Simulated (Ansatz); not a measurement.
**TiNi (P4/nmm): equation of state with a fit from a Python script**

Where is the equilibrium volume of TiNi (P4/nmm), and how stiff is it? A script is to give an equation of state with a fit; the system is TiNi (P4/nmm).

Computed with Ansatz 0.2.0 through its Python package. Level of theory: DFT PBEsol, plane waves, PAW.

### 1 The system

The structure is tetragonal, space group P4/nmm (No. 129). Conventional cell: a = 3.822 Å, b = 3.822 Å, c = 3.636 Å, α = 90.00°, β = 90.00°, γ = 90.00°. Ti (site symmetry 4mm) has 8 Ni at 2.59 to 2.69 Å and 4 Ti at 2.71 Å in its first shell of neighbours. Ni (site symmetry -4m2) has 8 Ti at 2.59 to 2.69 Å and 4 Ni at 2.70 Å in its first shell of neighbours.

No structure file is read: the coordinates are typed or built in the script.

### 2 The code

eos.py

```python
"""Bulk modulus of TiNi from an E(V) curve."""

import ansatz
from ase.eos import EquationOfState
from ase.units import GPa
import numpy as np

VECTORS = np.array([
    [3.821946, 0.0, 0.0],
    [0.0, 3.821946, 0.0],
    [0.0, 0.0, 3.63625],
])
SITES = [
    ("Ti", [0.0, 0.5, 0.480801], 0.0),
    ("Ti", [0.5, 0.0, 0.519199], 0.0),
    ("Ni", [0.5, 0.5, 0.0], 1.5),
    ("Ni", [0.0, 0.0, 0.0], -1.5),
]


def make_crystal(cell):
    crystal = ansatz.Crystal(lattice=ansatz.Lattice.of(cell))
    for symbol, position, moment in SITES:
        crystal = crystal.atom(symbol, position, moment=moment or None)
    return crystal

# uniform scaling of the cell
volumes, energies = [], []
for scale in np.linspace(0.94, 1.06, 7):
    cell = VECTORS * scale ** (1 / 3)
    job = (
        make_crystal(cell).calculation()
        .occupations(ansatz.OccupationsMethod.FERMI_DIRAC, width=0.1)
        .pseudopotentials("paw")
        .functional("pbesol")
        .spin("collinear")
        .basis(500)
        .kpoints(6, 6, 6)
    )
    summary = job.run(threads=1).report
    volumes.append(abs(np.linalg.det(cell)) / len(SITES))
    energies.append(summary["free_energy_ev"] / len(SITES))
    print(f"V = {volumes[-1]:8.4f} A^3/atom  F = {energies[-1]:.5f} eV/atom")

eos = EquationOfState(volumes, energies, eos="sj")
v0, e0, bulk = eos.fit()
print(f"V0 = {v0:.4f} A^3/atom, E0 = {e0:.5f} eV/atom, B = {bulk / GPa:.1f} GPa")
eos.plot("eos.png")
```

### 3 What the engine is handed

The engine receives this input (first run):

```yaml
crystal:
  lattice:
    - [3.7439252098610054, 0.0, 0.0]
    - [0.0, 3.7439252098610054, 0.0]
    - [0.0, 0.0, 3.5620199878169605]
  atoms:
    - { symbol: Ti, position: [0.0, 0.5, 0.480801] }
    - { symbol: Ti, position: [0.5, 0.0, 0.519199] }
    - { symbol: Ni, position: [0.5, 0.5, 0.0], spin: 1.5 }
    - { symbol: Ni, position: [0.0, 0.0, 0.0], spin: -1.5 }
basis:
  ecutwfc: 500.0
kpoints:
  mp_grid:
    grid: [6, 6, 6]
hamiltonian:
  xc: pbesol
  pseudopotentials:
    kind: paw
magnetization:
  spin_polarized: true
scf:
  occupations:
    method: fermi_dirac
    width: 0.1
```

### 4 The run

Command:

```console
python eos.py
```

**Question.** Where does the minimum lie against the volume typed, and how stiff is the crystal?

**Answer**, as computed:

| quantity | value |
| --- | --- |
| runs compared | 7 |
| range of energy | 49.30 meV/atom |
| lowest point, volume (Å³/atom) | 13.013 |
| equilibrium volume (fit) | 12.89 Å³/atom |
| bulk modulus (fit) | 172 GPa |

**Reading.** A third-order Birch-Murnaghan fit through the 7 points (the script's own form differs a little) has its minimum at 12.89 Å³ an atom, 2.9 % below the typed cell, with a bulk modulus of 172 GPa and dB/dP = 4.2. From that minimum the energy rises by 7.4 meV an atom on the compressed side and 49.9 meV on the expanded side. The SCF didn't keep the moments it started from (some shrank, vanished or turned); what is printed is the state reached. Shape and fractional positions are held along the curve, so the bulk modulus is an upper value where they are free to relax. The mesh is modest for a metal, so energies can be off by several to tens of meV an atom and pressures by half a GPa or more; differences at equal mesh fare better. The structure comes from a database of computed cells and needn't be a stable or known phase. The starting moments were not kept in at least one run, so it stands on a weaker or other magnetic state than the one typed.
